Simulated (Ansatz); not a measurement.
# SnSiH5O (SMILES [SiH3][O][SnH2]) at UHF/def2-SVPD (core potential)

What is the energy change on altering one bond length of SnSiH5O at UHF/def2-SVPD (core potential)? 

The calculation is run with Ansatz 0.2.0.

34 further runs of the same task are left out: 34 set aside as unsound or not needed.

## Step 1: The structure to begin with

The species is SnSiH5O (8 atoms), meant as a doublet with charge 0. As SMILES, `[SiH3][O][SnH2]`. The coordinates come from a PBE0-D4/def2-TZVP relaxation. This is one conformer, not always the lowest.

Bond lengths: Si1–O2 1.631 Å, O2–Sn3 1.970 Å, Si1–H4 1.493 Å, Si1–H5 1.487 Å, Si1–H6 1.489 Å, Sn3–H7 1.723 Å, Sn3–H8 1.730 Å. Angles: Si1–O2–Sn3 136.4°, O2–Si1–H4 111.2°, O2–Si1–H5 109.2°, O2–Si1–H6 111.0°, O2–Sn3–H7 102.4°, O2–Sn3–H8 105.0°, H4–Si1–H5 108.7°, H4–Si1–H6 107.9°, H5–Si1–H6 108.8°, H7–Sn3–H8 112.5°.

## Step 2: The energy at UHF/def2-SVPD (core potential)

The input, job.yaml:

```yaml
crystal:
  periodic: [false, false, false]
  atoms:
    - {symbol: Si, position_ang: [-0.737900, 1.075100, -0.480800]}
    - {symbol: O, position_ang: [0.586900, 0.306200, 0.078800]}
    - {symbol: Sn, position_ang: [0.956500, -1.332100, 1.108000]}
    - {symbol: H, position_ang: [-1.877900, 0.127700, -0.658800]}
    - {symbol: H, position_ang: [-0.424600, 1.696400, -1.794600]}
    - {symbol: H, position_ang: [-1.173500, 2.142300, 0.461900]}
    - {symbol: H, position_ang: [2.665400, -1.489100, 0.950500]}
    - {symbol: H, position_ang: [0.097400, -2.583700, 0.279200]}
basis:
  gaussian: {orbitals: def2-SVPD}
magnetization: {spin_polarized: true, initial_magnetization: 1}
hamiltonian: {xc: hf}
accuracy: high
output: {orbitals: {seedname: orbitals}}
```

On the command line:

```sh
$ ansatz run job.yaml --threads 1 --pin off --max-ram 3480MiB --events-out events.jsonl --progress --plain --runs-dir runs
```

What it wrote:

```text
Warning: RAYON_NUM_THREADS=1 ignored (pool sized by the plan → 1); use --threads N
Functional definition: HF
  name "HF"
  exchange = exact_x
  correlation = 0
2534 factors; integrals over basis functions are off by at most 3.5e-9 eV
mean field evaluation 1: about -15776.6540 eV, gradient 2.8e1 eV
mean field evaluation 2: about -15776.7307 eV, gradient 2.8e1 eV
mean field evaluation 4: about -15780.3141 eV, gradient 2.5e0 eV
mean field evaluation 8: about -15780.4017 eV, gradient 2.3e-1 eV
mean field evaluation 16: about -15780.4034 eV, gradient 2.3e-6 eV
mean field -15780.40342762 eV, -579.9191296234 hartree, gradient 6.6e-8 eV, S^2 0.756020; 0 other end points of the search recorded, 0 dependent functions left out
reference -15780.40342762 eV, -579.9191296234 hartree; 25, 24 occupied and 94, 95 virtual orbitals, 2534 factors
Total energy: -15780.40342762 eV, -579.9191296234 hartree
```

Wall time 9 s (1 thread of Arm Neoverse V1, shared host); peak memory 0.51 GiB.

## Step 3: The distorted shape, same level

The input, input.yaml:

```yaml
crystal:
  periodic: [false, false, false]
  atoms:
    - symbol: Si
      position_ang: [-0.480150, 1.450608, -0.232141]
    - symbol: O
      position_ang: [0.844650, 0.681708, 0.327459]
    - symbol: Sn
      position_ang: [1.214250, -0.956592, 1.356659]
    - symbol: H
      position_ang: [-1.620150, 0.503208, -0.410141]
    - symbol: H
      position_ang: [-0.166850, 2.071908, -1.545941]
    - symbol: H
      position_ang: [-0.915750, 2.517808, 0.710559]
    - symbol: H
      position_ang: [2.923150, -1.113592, 1.199159]
    - symbol: H
      position_ang: [0.097400, -2.583700, 0.279200]
basis:
  gaussian: {orbitals: def2-SVPD}
magnetization: {spin_polarized: true, initial_magnetization: 1}
hamiltonian: {xc: hf}
accuracy: high
output: {orbitals: {seedname: orbitals}}
```

On the command line:

```sh
$ ansatz run input.yaml --threads 1 --pin off --max-ram 3480MiB --events-out events.jsonl --progress --plain --runs-dir runs
```

What it wrote:

```text
Warning: RAYON_NUM_THREADS=1 ignored (pool sized by the plan → 1); use --threads N
Functional definition: HF
  name "HF"
  exchange = exact_x
  correlation = 0
2538 factors; integrals over basis functions are off by at most 3.7e-9 eV
mean field evaluation 1: about -15775.6295 eV, gradient 2.8e1 eV
mean field evaluation 2: about -15775.7041 eV, gradient 2.8e1 eV
mean field evaluation 4: about -15779.3121 eV, gradient 2.7e0 eV
mean field evaluation 8: about -15779.4437 eV, gradient 5.5e-1 eV
mean field evaluation 16: about -15779.4792 eV, gradient 1.9e-4 eV
mean field -15779.47924479 eV, -579.8851665308 hartree, gradient 2.8e-8 eV, S^2 0.862245; 0 other end points of the search recorded, 0 dependent functions left out
reference -15779.47924479 eV, -579.8851665308 hartree; 25, 24 occupied and 94, 95 virtual orbitals, 2538 factors
Total energy: -15779.47924479 eV, -579.8851665308 hartree
```

Wall time 9.9 s (1 thread of Arm Neoverse V1, shared host); peak memory 0.51 GiB.

## Step 4: What came out

At UHF/def2-SVPD (core potential):

```
                                                          quantity          value
                                         first shape: total energy  -579.91913 Eh
                   first shape: HOMO energy (highest over α and β)       -9.15 eV
                    first shape: LUMO energy (lowest over α and β)        0.07 eV
                                                 first shape: ⟨S²⟩          0.756
                                     distorted shape: total energy  -579.88517 Eh
               distorted shape: HOMO energy (highest over α and β)       -9.40 eV
                distorted shape: LUMO energy (lowest over α and β)       -0.27 eV
                                             distorted shape: ⟨S²⟩          0.862
energy change with the Sn3–H8 bond stretched from 1.730 to 2.249 Å       0.924 eV
```

In words: With the Sn3–H8 bond stretched from 1.730 to 2.249 Å the energy rises by 0.92 eV (89.2 kJ/mol). The first shape isn't relaxed at this level, so the change isn't measured from a minimum. ⟨S²⟩ (distorted shape) is 0.86 where a pure doublet has 0.75: the reference is spin-contaminated.
